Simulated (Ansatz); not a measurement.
# ZrC+ (octet): the correlation ladder, def2-QZVPP

An exercise on one series of results from a longer session: the logs are not shown, and one member is left open.

Computed with Ansatz 0.2.0, Gaussian basis. Level: def2-QZVPP, core rule «outside noble gas», up to 5 orbitals frozen.

The runs, in order: UHF; ROHF; CCSD(T) on UHF.

### The system

The geometry is a PBE0/def2-TZVP stationary point (not a proven minimum) of the parent state, kept for this charge and spin. No spin-orbit coupling is included. Elements past krypton take def2 core potentials.

2 atoms, charge 1, spin multiplicity 8.

Atoms are counted from 1 here; the program's logs count them from 0.

Bond lengths: Zr1–C2 2.091 Å.

Set-up of the first run:

The input, in.yaml:

```yaml
crystal:
  periodic: [false, false, false]
  atoms:
    - {symbol: Zr, position_ang: [0.000000, 0.000000, 0.000000]}
    - {symbol: C, position_ang: [0.000000, 0.000000, 2.091000]}
basis:
  gaussian: {orbitals: "def2-QZVPP.json"}
total_charge: 1
magnetization: {spin_polarized: true, initial_magnetization: 7}
hamiltonian: {xc: hf}
output: {orbitals: {seedname: orbitals}}
```

Started as:

```console
$ ansatz run in.yaml --threads 1 --pin off --events-out ev --progress --plain --max-ram 4096MiB --backend cpu
```

Among the steps run: UHF; ROHF; CCSD(T) on UHF.

One table of the session follows, with a row left open; its other results are not shown here.

It belongs to the step «Misses and costs». 

```
  method  from UCCSD(T) (meV)
    ROHF              +1943.8
     UHF              +1801.9
    UMP2               +378.9
   UCCSD                    ?
UCCSD(T)                    0
```

Q: Estimate the row for UCCSD from the others.

**Answer.** from UCCSD(T) (meV): +32.9. In the column «from UCCSD(T) (meV)» it lies between UCCSD(T) (0) and UMP2 (+378.9).
